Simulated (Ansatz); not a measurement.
What does this script print? It uses Ansatz 0.2.0, Python API.

`c2h6te.xyz`
```text
9

C    -0.51040    0.57880   -0.82070
C     0.37220   -0.25510   -0.01500
Te   -0.38280   -0.43670    1.98340
H    -1.49910    0.18360   -0.86570
H    -0.17230    0.70610   -1.88790
H    -0.62090    1.65290   -0.38420
H     1.41690    0.20160    0.01150
H     0.47780   -1.24520   -0.47760
H     1.00700   -1.43230    2.43910
```

Script `run_methods.py`:
```python
'''One geometry of C2H6Te, method by method.'''

import ansatz as az

BASIS = 'def2-SVP'


def main() -> None:
    molecule = az.Crystal.molecule_from_extxyz('c2h6te.xyz')

    model = molecule.calculation().basis(gaussian=BASIS)

    methods = ['mp2', 'ccsd', 'ccsd_t']
    batch = az.Session.batch([model.correlation(m).input() for m in methods])
    reports = sorted(batch.plan().execute().molecular_reports, key=lambda each: each['member'])
    print(f'Hartree-Fock reference {reports[0]["reference_energy_ev"] / 27.211386246:.6f} Ha')
    best = reports[-1]['free_energy_ev'] - reports[-1]['reference_energy_ev']
    for method, each in zip(methods, reports):
        gained = each['free_energy_ev'] - each['reference_energy_ev']
        print(f'{method:8s} total {each["free_energy_ev"] / 27.211386246:.6f} Ha  correlation {gained:9.4f} eV  ({100 * gained / best:.1f} % of the last)')


if __name__ == '__main__':
    main()
```

```console
$ python run_methods.py
Hartree-Fock reference -346.134519 Ha
mp2      total -346.554797 Ha  correlation  -11.4363 eV  (87.9 % of the last)
ccsd     total -346.599109 Ha  correlation  -12.6421 eV  (97.1 % of the last)
ccsd_t   total -346.612808 Ha  correlation  -13.0149 eV  (100.0 % of the last)
```

Total energies depend on the basis set; only differences at equal settings carry meaning. The geometry is a force-field or estimated start, not a minimum of this method, and the basis set is short of its limit. A lower total doesn't mark the better method: functionals have no common bound, and MP2 and coupled cluster aren't variational. def2 sets replace the cores of elements past krypton by effective core potentials. Inner cores stay frozen; a filled d shell under the valence of the heavier atoms is correlated with it.
